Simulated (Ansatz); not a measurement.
# k/cubic: the band gap up the ladder of functionals

The task here is to estimate one member of a computed series from the others.

Program: Ansatz 0.2.0. PAW datasets, plane waves. Note: simulated data, non-magnetic, for a generated structure that need not be the stable one.

## Starting point

The cell was relaxed beforehand with r2SCAN.

The symmetry is Cmmm (No. 65, orthorhombic); a = 6.851 Å, b = 9.731 Å, c = 3.454 Å in the conventional setting, 9.60 Å³ an atom. Hf has 8 O at 2.15–2.16 Å; O has 4 Ti at 2.10–2.11 Å and 6 O at 2.39–2.40 Å; O has 2 Ti at 2.07 Å and 2 Hf at 2.15 Å; Ti has 8 O at 2.07–2.11 Å; O has 3 Ti at 2.07–2.10 Å and 1 Hf at 2.16 Å.

Coordinates:

Space group Cmmm (No. 65). a = 6.851 Å, b = 9.731 Å, c = 3.454 Å, α = 90.00°, β = 90.00°, γ = 90.00°
| atom | site | symmetry | x | y | z |
| --- | --- | --- | --- | --- | --- |
| Hf | 2a | mmm | 0.0000 | 0.0000 | 0.0000 |
| O | 4j | m2m | 0.5000 | 0.1226 | 0.5000 |
| O | 4j | m2m | 0.5000 | 0.3690 | 0.5000 |
| Ti | 4f | ..2/m | 0.2500 | 0.7500 | 0.5000 |
| O | 8p | ..m | 0.7420 | 0.8726 | 0.0000 |
| Ti | 2b | mmm | 0.5000 | 0.0000 | 0.0000 |

Set-up of the first run:

The input, input.yaml:

```yaml
crystal:
  lattice:
    - [3.4254340933, -4.8655633269, 0.0]
    - [3.4254340933, 4.8655633269, 0.0]
    - [0.0, 0.0, 3.454496786]
  atoms:
    - { symbol: Hf, position: [0.0, 0.0, 0.0] }
    - { symbol: O, position: [0.3773995491, 0.6226004509, 0.5] }
    - { symbol: O, position: [0.1309768029, 0.8690231971, 0.5] }
    - { symbol: Ti, position: [0.5, 0.0, 0.5] }
    - { symbol: O, position: [0.8694544135, 0.6145577262, 0.0] }
    - { symbol: O, position: [0.6145577262, 0.8694544135, 0.0] }
    - { symbol: Ti, position: [0.0, 0.5, 0.5] }
    - { symbol: O, position: [0.3854422738, 0.1305455865, 0.0] }
    - { symbol: O, position: [0.1305455865, 0.3854422738, 0.0] }
    - { symbol: Ti, position: [0.5, 0.5, 0.0] }
    - { symbol: O, position: [0.8690231971, 0.1309768029, 0.5] }
    - { symbol: O, position: [0.6226004509, 0.3773995491, 0.5] }
kpoints:
  mp_grid: { grid: [6, 6, 8] }
  band_path:
    path:
      - [[0.0, 0.0, 0.0], [-0.5, 0.5, 1.669024894975e-35], [-0.373909607618, 0.626090392382, -7.392192847504e-35]]
      - [[0.373909607618, 0.373909607618, -2.687021831424e-34], [0.0, 0.0, 0.0], [-6.508556262797e-52, 2.456279407035e-50, 0.5], [0.373909607618, 0.373909607618, 0.5]]
      - [[-0.373909607618, 0.626090392382, 0.5], [-0.5, 0.5, 0.5], [-0.5, 0.5, 1.669024894975e-35]]
      - [[0.0, 0.0, 0.0], [-3.163782424504e-17, 0.5, -1.713120558087e-34], [-3.163782424504e-17, 0.5, 0.5], [-6.508556262797e-52, 2.456279407035e-50, 0.5], [-0.5, 0.5, 0.5]]
    npoints: 10
hamiltonian:
  xc: pbe
scf:
  occupations: { method: fermi_dirac, width: 0.02 }
  n_extra_bands: 7
output:
  forces: true
  stress: true
  eigenvalues: true
```

Among the steps run: PBE band path; Single point with r2SCAN; HSE06 at the same geometry; PBE+SOC; PBE0.

One table of the session follows, with a row left open; its other results are not shown here.

| level | gap (eV) |
| --- | --- |
| PBE | 1.27 |
| r2SCAN | 1.63 |
| HSE06 | 2.74 |
| PBE+SOC | 1.27 |
| PBE0 | ? |

Estimate the missing values for PBE0.

**Answer.** gap (eV): 3.46. In the column «gap (eV)» it is the highest.

Meshes: PBE 6×6×8, r2SCAN 6×6×8, HSE06 4×4×4, PBE+SOC 6×6×8, PBE0 4×4×4

Against HSE06, PBE is short by 1.47 eV, at 46 % of it, and r2SCAN 59 %. PBE0 lies 0.72 eV above HSE06, which differs from it by screening the long-range exchange.

Limits of these values: Warnings in the runs' records: stress scf threshold loose, stress exchange threshold loose.
